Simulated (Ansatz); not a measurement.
This script makes a test of the smearing width of CaI, space group P-6m2 with Ansatz 0.2.0, Python API.

`smear.py`:
```python
"""Smearing width test for CaI."""

import argparse

import ansatz
import pandas as pd

parser = argparse.ArgumentParser(description="Smearing width test for CaI.")
parser.add_argument("--xc", default="PBE", help="exchange-correlation functional")
parser.add_argument("--kmesh", type=int, nargs=3, required=True, help="k-point sampling")
args = parser.parse_args()


def main() -> None:
    lattice = ansatz.Lattice.of(
        (4.14682, 0.0, 0.0),
        (-2.07341, 3.591252, 0.0),
        (0.0, 0.0, 4.576229),
    )
    sites = [
        ("Ca", (0.0, 0.0, 0.5)),
        ("I", (2 / 3, 1 / 3, 0.0)),
    ]
    xtal = ansatz.Crystal(lattice=lattice)
    for symbol, position in sites:
        xtal = xtal.atom(symbol, position)

    calc = (
        xtal.calculation()
        .functional(args.xc)
        .kpoints(*args.kmesh, center="gamma")
    )

    rows = []
    for value in [0.3, 0.2, 0.1, 0.05]:
        summary = calc.occupations("gaussian", width=value).run(threads=1).report
        rows.append((value, summary["free_energy_ev"] / len(summary["lattice"]["sites"]), summary["n_iterations"], summary["n_kpoints"]))

    table = pd.DataFrame(rows, columns=["width (eV)", "F/atom (eV)", "iterations", "k-points"])
    print(table.round(5).to_string(index=False))

    # the last row is the reference
    for row in rows[:-1]:
        shift = 1000 * (row[1] - rows[-1][1])
        print(f"{row[0]}: {shift:+.2f} meV/atom" + ("  (within 5 meV)" if abs(shift) < 5 else ""))


if __name__ == "__main__":
    main()
```

How much does the free energy per atom change between the narrowest and the widest smearing, and why?

Going from 0.05 to 0.3 eV changes F by -25.7 meV an atom. With this scheme F falls roughly as the square of the width; the report's estimate for zero width (energy_sigma0_ev) moves by only -2.1 meV.

What the script printed:

```console
$ python smear.py --kmesh 8 8 6
DeckWarning: basis.ecutwfc = 420 eV, auto-derived from the records' recommended cutoffs: set by Ca (normal level)
 width (eV)  F/atom (eV)  iterations  k-points
       0.30  -4665.88769           7        40
       0.20  -4665.87333           7        40
       0.10  -4665.86412           7        40
       0.05  -4665.86202           6        40
0.3: -25.67 meV/atom
0.2: -11.31 meV/atom
0.1: -2.10 meV/atom  (within 5 meV)
```
(Warnings from the package without file and line.)

Notes:
- The cell holds an odd number of electrons and is run without spin, so a magnetic state may lie lower.
- For a metal this k-point mesh is coarse: on a finer one energies can move by several to tens of meV an atom and pressures by half a GPa or more, differences at one mesh by less.
- The free energy holds a sizeable smearing term, which stands for no physical temperature.
- The narrowest width needs the finest mesh, so the last row is no converged reference.
- The structure comes from a database of computed cells and needn't be a stable or known phase.
- It ran for 17 s on 1 thread of Arm Neoverse V1, on a shared host, peak memory 0.44 GiB.
